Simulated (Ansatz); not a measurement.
# Si: the cost of one run

Program: Ansatz 0.2.0. Level of theory: DFT LDA, scalar-relativistic, plane waves, PAW. These are calculated values, not measurements.

**1. The starting structure**

Symmetry: I4/mmm, No. 139, tetragonal system. Conventional cell: a = 6.603 Å, b = 6.603 Å, c = 3.817 Å, α = 90.00°, β = 90.00°, γ = 90.00°. Si (site symmetry m2m) is surrounded by 4 Si at 2.33 to 2.36 Å.

As a file:

```
CELL_PARAMETERS angstrom
-3.30127 3.30127 1.90836
3.30127 -3.30127 1.90836
3.30127 3.30127 -1.90836
ATOMIC_POSITIONS crystal
Si 0.17884 0.17884 0.35769
Si 0.82116 0.82116 0.64231
Si 0.17884 0.82116 0.00000
Si 0.82116 0.17884 0.00000
```

It goes back to an entry of the Materials Project, which need not be the stable form.

This cell was relaxed beforehand with the same method: volume 20.80 Å³/atom, gap on the mesh 0.20 eV.

**2. The reference cell**

Reference values: F = -2434.1372 eV; pressure 0.02 GPa; largest force 0.005 eV/Å; gap on the mesh 0.20 eV. It was computed beforehand with the settings of the runs below.

**3. Next: energy and stress against strain**

The cell is strained by ε times the Voigt pattern (1, -1, 0, 0, 0, 0) (xx, yy, zz, yz, xz, xy; engineering shear), with fractional coordinates fixed (clamped ions). The stress on the pattern is the sum of the stress components weighted by it, tension positive.

**4. At ε = -0.0200**

input.yaml

```yaml
crystal:
  lattice:
    - [-3.2352464204, 3.3672972948, 1.9083649477]
    - [3.2352464204, -3.3672972948, 1.9083649477]
    - [3.2352464204, 3.3672972948, -1.9083649477]
  atoms:
    - { symbol: Si, position: [0.1788433299, 0.1788433299, 0.3576866598] }
    - { symbol: Si, position: [0.8211566701, 0.8211566701, 0.6423133402] }
    - { symbol: Si, position: [0.1788433299, 0.8211566701, 0.0] }
    - { symbol: Si, position: [0.8211566701, 0.1788433299, 0.0] }
basis:
  ecutwfc: 420
kpoints:
  mp_grid: { grid: [10, 10, 10] }
hamiltonian:
  xc: lda
scf:
  occupations: { method: gaussian, width: 0.03 }
output:
  forces: true
  stress: true
  eigenvalues: true
  write_density: true
  write_potential: true
  elf: true
  volumetric_format: npy
```

Run with:

```
ansatz run input.yaml --threads 1 --pin off --max-ram 2560MiB --backend cpu --events-out ev --progress --plain --runs-dir out
```

What time and memory should one allow on 1 thread of AMD EPYC (Zen 3), shared host?

About 30 s, with a peak of 0.44 GiB.
